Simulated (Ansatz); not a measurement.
# AlBrF radical: how energies converge with the basis set

The task here is to estimate one member of a computed series from the others.

Computed with Ansatz 0.2.0, Gaussian basis. Level: one geometry, several basis sets.

Plan: PBE0-D4/def2-SVP; ωB97M-V/def2-SVP; PBE0-D4/def2-QZVPP; ωB97M-V/def2-QZVPP; the functionals' def2-TZVPP values are taken from earlier runs.

### The relaxed structure

An earlier PBE0-D4 in a triple-zeta def2 set relaxation fixed the geometry.

SMILES `[F][Al][Br]`, 3 atoms, charge 0, spin multiplicity 2.

Atoms are counted from 1 here; the program's logs count them from 0.

Bond lengths: F1–Al2 1.648 Å, Al2–Br3 2.266 Å. Angles: F1–Al2–Br3 118.9°.

The first run:

File in.yaml:

```yaml
crystal:
  periodic: [false, false, false]
  atoms:
    - {symbol: F, position_ang: [-1.119980, 1.016572, -0.510511]}
    - {symbol: Al, position_ang: [-0.439992, -0.468158, -0.288847]}
    - {symbol: Br, position_ang: [1.548971, -0.613214, 0.786158]}
basis:
  gaussian: {orbitals: def2-SVP}
magnetization: {spin_polarized: true, initial_magnetization: 1}
hamiltonian: {xc: pbe0, dispersion: d4}
output: {orbitals: {seedname: orbitals}}
```

Among the steps run: PBE0-D4 in def2-SVP; ωB97M-V in def2-SVP; PBE0-D4 in def2-QZVPP; ωB97M-V in def2-QZVPP.

One of the session's tables, all rows but one given; the rest of the session is left out.

It belongs to the step «Functionals by basis». 

| functional | basis | HOMO (eV) | LUMO (eV) |
| --- | --- | --- | --- |
| PBE0-D4 | def2-SVP | -6.70 | -3.34 |
| PBE0-D4 | def2-TZVPP | -6.78 | -3.37 |
| PBE0-D4 | def2-QZVPP | -6.80 | -3.38 |
| ωB97M-V | def2-SVP | -8.37 | -1.94 |
| ωB97M-V | def2-TZVPP | ? | ? |
| ωB97M-V | def2-QZVPP | -8.50 | -1.99 |

**Question.** Estimate the row for ωB97M-V, def2-TZVPP.

**Answer.** HOMO (eV): -8.46; LUMO (eV): -1.93. In the column «HOMO (eV)» it lies between ωB97M-V, def2-QZVPP (-8.50) and ωB97M-V, def2-SVP (-8.37).
